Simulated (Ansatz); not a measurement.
# CH₆BPSi: basis-set convergence

One table from this session's results is given with a row withheld; the runs are named, their logs left out.

Program: Ansatz 0.2.0, Gaussian basis. Level of theory: one geometry, several basis sets. These are calculated values, not measurements.

The runs, in order: PBE0-D4/def2-SVP; ωB97M-V/def2-SVP; PBE0-D4/def2-QZVPP; ωB97M-V/def2-QZVPP; the functionals' def2-TZVPP values are taken from earlier runs.

### The geometry

The geometry comes from an earlier relaxation with PBE0-D4 in a triple-zeta def2 set; it is a stationary point, not always the lowest conformer.

SMILES `C[SiH]1BP1`, 10 atoms, charge 0, spin multiplicity 1.

Atoms are counted from 1 here; the program's logs count them from 0.

Bond lengths: C1–Si2 1.867 Å, C1–H5 1.092 Å, C1–H6 1.093 Å, C1–H7 1.091 Å, Si2–B3 1.940 Å, Si2–P4 2.280 Å, Si2–H8 1.483 Å, B3–P4 1.848 Å, B3–H9 1.187 Å, P4–H10 1.420 Å. Angles: Si2–C1–H5 110.8°, Si2–C1–H6 109.9°, Si2–C1–H7 110.8°, H5–C1–H6 108.1°, H5–C1–H7 108.8°, H6–C1–H7 108.5°, C1–Si2–B3 122.7°, C1–Si2–P4 127.9°, C1–Si2–H8 112.4°, B3–Si2–P4 51.2°, B3–Si2–H8 124.1°, P4–Si2–H8 101.6°, Si2–B3–P4 74.0°, Si2–B3–H9 142.0°, P4–B3–H9 136.3°, Si2–P4–B3 54.9°, Si2–P4–H10 122.8°, B3–P4–H10 102.6°.

Set-up of the first run:

The input, in.yaml:

```yaml
crystal:
  periodic: [false, false, false]
  atoms:
    - {symbol: C, position_ang: [-1.318828, 0.605756, -0.765329]}
    - {symbol: Si, position_ang: [-0.305547, -0.671058, 0.145292]}
    - {symbol: B, position_ang: [1.029438, -0.196946, 1.471360]}
    - {symbol: P, position_ang: [1.952866, -0.979465, 0.074368]}
    - {symbol: H, position_ang: [-1.341244, 0.390872, -1.835961]}
    - {symbol: H, position_ang: [-2.347717, 0.596303, -0.395220]}
    - {symbol: H, position_ang: [-0.907477, 1.605188, -0.616761]}
    - {symbol: H, position_ang: [-0.802376, -2.050197, -0.078261]}
    - {symbol: H, position_ang: [1.266726, 0.603806, 2.315100]}
    - {symbol: H, position_ang: [2.857358, 0.044639, -0.311586]}
basis:
  gaussian: {orbitals: def2-SVP}
hamiltonian: {xc: pbe0, dispersion: d4}
output: {orbitals: {seedname: orbitals}}
```

The run is started by

```bash
$ ansatz run in.yaml --threads 2 --pin off --events-out ev --progress --plain --max-ram 4352MiB
```

Among the steps run: PBE0-D4 in def2-SVP; ωB97M-V in def2-SVP; PBE0-D4 in def2-QZVPP; ωB97M-V in def2-QZVPP.

One table of the session follows, with a row left open; its other results are not shown here.

| functional | basis | HOMO (eV) | LUMO (eV) |
| --- | --- | --- | --- |
| PBE0-D4 | def2-SVP | -6.70 | -1.95 |
| PBE0-D4 | def2-TZVPP | -6.70 | -2.03 |
| PBE0-D4 | def2-QZVPP | -6.71 | -2.06 |
| ωB97M-V | def2-SVP | -8.67 | 0.10 |
| ωB97M-V | def2-TZVPP | -8.71 | -0.05 |
| ωB97M-V | def2-QZVPP | ? | ? |

Q: Estimate the row for ωB97M-V, def2-QZVPP from the others.

As computed: HOMO (eV): -8.72; LUMO (eV): -0.10. In the column «HOMO (eV)» it is the lowest.
